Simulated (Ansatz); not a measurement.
# TaN (septet): from Hartree-Fock to the top rungs, def2-TZVPP

The task here is to estimate one member of a computed series from the others.

The runs use Ansatz 0.2.0, Gaussian basis; def2-TZVPP, core rule «outside noble gas», up to 5 orbitals frozen.

The runs, in order: UHF; ROHF; CCSD(T) on UHF.

### The geometry

The geometry is a PBE0/def2-TZVP stationary point (not a proven minimum). No spin-orbit coupling is included. Elements past krypton take def2 core potentials.

2 atoms, charge 0, spin multiplicity 7.

Atoms are counted from 1 here; the program's logs count them from 0.

Bond lengths: Ta1–N2 2.115 Å.

Set-up of the first run:

Contents of in.yaml:

```yaml
crystal:
  periodic: [false, false, false]
  atoms:
    - {symbol: Ta, position_ang: [0.000000, 0.000000, 0.000000]}
    - {symbol: N, position_ang: [0.000000, 0.000000, 2.115400]}
basis:
  gaussian: {orbitals: def2-TZVPP}
magnetization: {spin_polarized: true, initial_magnetization: 6}
hamiltonian: {xc: hf}
output: {orbitals: {seedname: orbitals}}
```

On the command line:

```bash
$ ansatz run in.yaml --threads 1 --pin off --events-out ev --progress --plain --max-ram 2560MiB --backend cpu
```

Steps of the session up to this table: UHF; ROHF; CCSD(T) on UHF.

One table of the session follows, with a row left open; its other results are not shown here.

```
  method  from UCCSD(T) (meV)
    ROHF                    ?
     UHF              +6073.4
    UMP2               +922.4
   UCCSD               +239.7
UCCSD(T)                    0
```

Q: Estimate the row for ROHF from the others.

As computed: from UCCSD(T) (meV): +6337.9. In the column «from UCCSD(T) (meV)» it is the highest.
